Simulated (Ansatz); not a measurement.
# MnAs: the cost of one run

Method: DFT LDA, scalar-relativistic, plane waves, PAW, in Ansatz 0.2.0.

The COD entry's cell or inner coordinates are ideal or old and differ from later refinements, so a difference from it is no clean test against experiment.

## (1) The starting structure

It takes space group P6_3/mmc (No. 194, hexagonal). Conventional cell: a = 3.501 Å, b = 3.501 Å, c = 5.250 Å, α = 90.00°, β = 90.00°, γ = 120.00°. Around Mn (site symmetry -3m) lie 6 As at 2.41 Å and 2 Mn at 2.62 Å. As (site symmetry -6m2) has 6 Mn at 2.41 Å as nearest neighbours.

Coordinates:

```cif
data_structure
_symmetry_space_group_name_H-M 'P6_3/mmc'
_symmetry_Int_Tables_number 194
_cell_length_a 3.5013
_cell_length_b 3.5013
_cell_length_c 5.2499
_cell_angle_alpha 90.000
_cell_angle_beta 90.000
_cell_angle_gamma 120.000
_cell_volume 55.74
loop_
_atom_site_label
_atom_site_type_symbol
_atom_site_symmetry_multiplicity
_atom_site_Wyckoff_symbol
_atom_site_fract_x
_atom_site_fract_y
_atom_site_fract_z
_atom_site_occupancy
Mn1 Mn 2 a 0.00000 0.00000 0.00000 1
As1 As 2 c 0.33333 0.66667 0.25000 1
```

This cell comes from an earlier session at LDA: 13.934 Å³/atom at 0.00 GPa, on a 14×14×8 mesh.

## (2) Antiferromagnetic, in the cell as typed

Contents of input.yaml:

```yaml
crystal:
  lattice:
    - [3.501306226, 0.0, 0.0]
    - [-1.750653113, 3.0322201381, 0.0]
    - [0.0, 0.0, 5.2498967672]
  atoms:
    - { symbol: Mn, position: [0.0, 0.0, 0.0], spin: 3.5 }
    - { symbol: Mn, position: [0.0, 0.0, 0.5], spin: -3.5 }
    - { symbol: As, position: [0.3333333333, 0.6666666667, 0.25] }
    - { symbol: As, position: [0.6666666667, 0.3333333333, 0.75] }
basis:
  ecutwfc: 420
  ecutrho_ratio: 4
kpoints:
  mp_grid: { grid: [14, 14, 8] }
hamiltonian:
  xc: lda
scf:
  occupations: { method: gaussian, width: 0.05 }
  lower_state_search: "off"
output:
  forces: true
  stress: true
  eigenvalues: true
  populations: true
magnetization:
  spin_polarized: true
```

Launch:

```bash
$ ansatz run input.yaml --threads 2 --pin off --max-ram 5120MiB --backend cpu --events-out ev --progress --plain --runs-dir out
```

Q: Estimate wall time and peak memory on 2 threads of Arm Neoverse V1, shared host.

About 37 s, with a peak of 0.73 GiB.
